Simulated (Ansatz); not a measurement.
CH₄OSeSn, SMILES [Se]=C[O][SnH3], a polarisability from point charges

Computed with the Ansatz DFT code, driven from Python.

The cells in order, each with its output:

In [1]:
```python
import ansatz as az
import numpy as np

geometry = (
    az.Crystal.molecule()
    .atom("Se", (-1.8022, 2.8787, -0.0143))
    .atom("C", (-0.5155, 1.4751, -0.4534))
    .atom("O", (-0.7394, 0.4243, 0.4167))
    .atom("Sn", (0.5114, -1.2093, 0.327))
    .atom("H", (0.2619, 1.4262, -1.2277))
    .atom("H", (2.1126, -0.7602, 0.5747))
    .atom("H", (0.2826, -1.9561, -1.2424))
    .atom("H", (-0.0193, -2.3358, 1.5635))
)
```

In [2]:
```python
model = geometry.calculation().basis(gaussian="def2-SVP").functional("PBE").forces()
# charges +q and -q at -R and +R make a nearly even field 2 k q / R^2 at the centre
centre = np.mean([site.position_ang for site in geometry.cartesian_sites], axis=0)
field = 2 * 14.399645 * 4.0 / 40.0 ** 2
```

In [3]:
```python
def dipole(axis, sign):
    arm = 40.0 * np.eye(3)[axis]
    pair = [{"charge": sign * 4.0, "position_ang": (centre - arm).tolist()}, {"charge": -sign * 4.0, "position_ang": (centre + arm).tolist()}]
    deck = model.input().set(az.key.basis.gaussian.point_charges, pair)
    return np.array(az.Session.from_dict(deck).plan().execute().report["charge_distribution"]["dipole_moment_e_ang"])
```

In [4]:
```python
print(f"field {field:.4f} V/A")
alpha = np.array([(dipole(axis, 1) - dipole(axis, -1)) / (2 * field) * 14.399645 for axis in range(3)])
print("polarisability tensor (A^3)")
print(np.array2string(alpha, precision=3, suppress_small=True))
print(f"mean {np.trace(alpha) / 3:.3f} A^3 = {np.trace(alpha) / 3 / 0.14818471:.2f} bohr^3")
```
```text
field 0.0720 V/A
polarisability tensor (A^3)
[[11.794 -5.924 -0.161]
 [-5.974 18.883 -0.919]
 [-0.168 -0.911  8.757]]
mean 13.145 A^3 = 88.71 bohr^3
```

Caveats:
- The geometry is a force-field or estimated start, not a minimum of this method, and the basis set is short of its limit. The field of two point charges is only nearly even.
- def2 sets replace the cores of elements past krypton by effective core potentials.
- Without diffuse functions polarisabilities are unreliable, as a rule too low, and they change with the bond lengths of this unrelaxed start.
- Timing: 22 s on 1 thread of Arm Neoverse V1, with other jobs on the host, peak memory 0.22 GiB.

(Lines on the test bed's own set-up are left out of the output.)
